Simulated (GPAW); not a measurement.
MoSe:

```
CELL_PARAMETERS angstrom
0.00000 2.89288 2.89288
2.89288 0.00000 2.89288
2.89288 2.89288 0.00000
ATOMIC_POSITIONS crystal
Mo 0.00000 0.00000 0.00000
Se 0.50000 0.50000 0.50000
```

The cell was built by a generator and needn't be a form met in nature.

Program: GPAW 26.7.0. Alike in all runs: task single point; level PBE+U; potentials or basis GPAW PAW data sets (gpaw-data 1.2.1), pw; no spin polarisation; cell as given; k mesh 8 × 8 × 8; cutoff (eV) 600; smearing fermi-dirac 0.05 eV.

Question: Order these runs on this cell by their pressure, lowest first.
A. U Mo d U = 1 eV
B. U Mo d U = 2 eV
C. U Mo d U = 8 eV
D. U Mo d U = 4 eV
E. U Mo d U = 5 eV

Answer: A (-19.6 GPa), B (-17.3 GPa), D (-14.0 GPa), E (-12.3 GPa), C (-7.3 GPa).

Caveats: U without spin polarisation on a metal has little footing.
